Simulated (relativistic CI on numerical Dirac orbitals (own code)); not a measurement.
**Au XXXIX (Au³⁸⁺): levels and lines**

What are the lowest levels and the strongest lines of Au³⁸⁺? One CI run answers it; runs with one setting changed show what the result hangs on.

Program: relativistic CI on numerical Dirac orbitals (own code) version 4. Level of theory: Dirac-Coulomb-Breit CI, KLI orbitals optimised for each configuration, model QED (radiative potential, 1s self-energy scaled to tabulated hydrogen-like ionisation energies). These are calculated values, not measurements, unless marked.

## (1) The atom as given

- ion: Au³⁸⁺ (Au XXXIX)
- nuclear charge: 79
- electrons: 41
- isotope: A = 197
- first configuration typed: [Kr] 4d5

Outer shells as boxes (Hund's rule):

first configuration typed
```
[Kr] core
4d [↑ ][↑ ][↑ ][↑ ][↑ ]
```

## (2) CI with the chosen configurations

Settings of the run:

```ini
atom Au  Z=79  charge=38  electrons=41
nucleus A=197  rms_radius_fm=5.4371
hamiltonian dirac-coulomb  breit=on  qed=on  c_scale=1
orbitals kli  potential=per-configuration
slater_scale 1
correlation none
mixing on
configurations
  [Kr] 4d5
  [Kr] 4d4 4f
  [Ar] 3d10 4s2 4p5 4d6
  [Ar] 3d10 4s 4p6 4d5 4f
  [Ar] 3d10 4p6 4d7
  [Ar] 3d10 4p5 4d8
  [Kr] 4d3 5s2
  [Kr] 4d2 4f 5s2
  [Ar] 3d10 4s 4p6 4d3 4f 5s2
end
```

Started as:

```sh
python run_levels.py task.json out
```

One command runs all members of the session, one after another, from task.json.

## (3) The first 3 configurations alone

The settings differ from step 2 so:

```diff
@@ -11,8 +11,2 @@
   [Ar] 3d10 4s2 4p5 4d6
-  [Ar] 3d10 4s 4p6 4d5 4f
-  [Ar] 3d10 4p6 4d7
-  [Ar] 3d10 4p5 4d8
-  [Kr] 4d3 5s2
-  [Kr] 4d2 4f 5s2
-  [Ar] 3d10 4s 4p6 4d3 4f 5s2
 end
```

## (4) One common potential

Settings of the run:

```ini
atom Au  Z=79  charge=38  electrons=41
nucleus A=197  rms_radius_fm=5.4371
hamiltonian dirac-coulomb  breit=on  qed=on  c_scale=1
orbitals kli  potential=mean
slater_scale 1
correlation none
mixing on
configurations
  [Kr] 4d5
  [Kr] 4d4 4f
  [Ar] 3d10 4s2 4p5 4d6
  [Ar] 3d10 4s 4p6 4d5 4f
  [Ar] 3d10 4p6 4d7
  [Ar] 3d10 4p5 4d8
  [Kr] 4d3 5s2
  [Kr] 4d2 4f 5s2
  [Ar] 3d10 4s 4p6 4d3 4f 5s2
end
```

(Steps that only read results are left out.)

Before running it: what results should come out? Wanted: lowest level; first excitation; lowest level of the other parity; fastest E1 line; ionisation energy.

As calculated:

| run | time | mean size of shift, levels followed (cm⁻¹) | lowest level | ionisation energy (eV) |
| --- | --- | --- | --- | --- |
| main run | 1.9 s | 0 | 4d5 [4d5/2] J=5/2 | 1758.4 |
| the first 3 configurations alone | 0.52 s | 317 | 4d5 [4d5/2] J=5/2 | - |
| one common potential | 1.5 s | 21.9 | 4d5 [4d5/2] J=5/2 | - |

The tabulated theoretical ionisation energy (NIST) is 1758 eV.

| quantity | value |
| --- | --- |
| lowest level | 4d5 [4d5/2] J=5/2 |
| first excitation | 4d5 [4d3/2^3 4d5/2^2] J=5/2, 155008 cm⁻¹ |
| lowest level of the other parity | 4p5 4d6 [4p3/2^3 4d5/2^2] J=11/2°, 197.75 eV |
| levels in the model | 1946 |
| fastest E1 line (by rate) to the lowest level among the lowest 200 of 1946 levels | 4.644 nm, from 4d4 4f [4d3/2^2 4d5/2^2 4f7/2] J=7/2° (ii) |
| ionisation energy | 1758.4 eV |
| ionisation energy, tabulated theoretical (NIST) | 1758 eV |

The lowest level is 4d5 [4d5/2] J=5/2, 27 % pure in LS and 95 % in jj coupling; over the low levels the means are 44 and 95 %, so jj coupling describes them better. The ionisation energy agrees with the tabulated theoretical value within its uncertainty of 4 eV. Of the changes tried, the run «the first 3 configurations alone» moves the low levels most, by 317 cm⁻¹ on average. Lifetimes count radiative decay inside the model alone.
